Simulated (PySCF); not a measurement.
C3ONH3, in a box:

```
CELL_PARAMETERS angstrom
13.00000 0.00000 0.00000
0.00000 13.00000 0.00000
0.00000 0.00000 11.00000
ATOMIC_POSITIONS crystal
C 0.47081 0.56890 0.52890
C 0.55259 0.50965 0.49783
O 0.51087 0.41925 0.45236
C 0.41490 0.42736 0.46776
N 0.38050 0.51430 0.50842
H 0.46740 0.63722 0.57554
H 0.63432 0.52252 0.49131
H 0.36887 0.35971 0.43599
```

The cell isn't the ideal one: atoms moved at random, drawn with an rms of 0.05 Å.

Base run:

```yaml
Program: PySCF 2.14.0
Functional: r2SCANh
Potentials_or_basis: pob-tzvp-rev2 (all-electron)
k_mesh: 1 × 1 × 1
Occupations: fixed
Spin: no spin polarisation
```

Its results: gap between the frontier levels 6.56 eV.

Question: The run is repeated on the same cell with these changes: functional from r2SCANh to SVWN5. What comes out?

Answer: Gap between the frontier levels 5.36 eV.

r2SCANh gives the wider gap, since exact exchange removes part of the self-interaction.

Caveats: this is a molecule in a periodic box at the Γ point, so its band gap is the HOMO-LUMO gap; the basis of atomic orbitals isn't converged, which shifts pressures, moduli and gaps.

